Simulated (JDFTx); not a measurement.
The system is TiAl3.

```
Ti Al
1.0
    -1.91111    1.91111    4.28067
     1.91111   -1.91111    4.28067
     1.91111    1.91111   -4.28067
Ti Al
1 3
Direct
  0.00000 0.00000 0.00000
  0.25000 0.75000 0.50000
  0.75000 0.25000 0.50000
  0.50000 0.50000 0.00000
```

The cell comes from a database or a generator and needn't be the stable form of this composition.

| Property | Result |
| --- | --- |
| Program | JDFTx 1.7.0 (patched build) |
| Task | relaxation of cell and atoms |
| Functional | RPBE |
| Potentials or basis | PseudoDojo-SR-PBE-0.5-standard with smoothed tails |
| Cutoff | 1143 eV |
| Density cutoff | 9143 eV |
| k mesh | 6 × 6 × 6 |
| Occupations | fermi-dirac, width 0.05 eV |
| Spin | no spin polarisation |

At the start: pressure 2.9 GPa; volume 15.63 Å³/atom.

Task: How do energy, volume and symmetry change on relaxing?

Result: Over 6 steps the energy falls by 3.8 meV/atom and the volume is 16.06 Å³/atom (+2.7 %); space group I4/mmm (No. 139, to 0.05 Å).

Step by step:
```tsv
step	energy change (eV)	largest force (eV/Å)	pressure (GPa)	volume (Å³)
1	0.0000	0.0000	2.91	62.54
2	-0.0066	0.0000	2.15	62.96
3	-0.0150	0.0000	0.10	64.17
4	-0.0151	0.0000	0.01	64.23
5	-0.0151	0.0000	0.00	64.23
6	-0.0151	0.0000	0.00	64.23
```

Final structure:
```yaml
crystal:
  lattice:
    - [-1.92739, 1.92739, 4.32255]
    - [1.92739, -1.92739, 4.32255]
    - [1.92739, 1.92739, -4.32255]
  atoms:
    - { symbol: Ti, position: [0.00000, 0.00000, 0.00000] }
    - { symbol: Al, position: [0.25000, 0.75000, 0.50000] }
    - { symbol: Al, position: [0.75000, 0.25000, 0.50000] }
    - { symbol: Al, position: [0.50000, 0.50000, 0.00000] }
```

Caveat: the k mesh is coarse (spacing up to 0.39 Å⁻¹), so the values aren't converged; the potentials were made for another functional, which shifts forces and pressure.
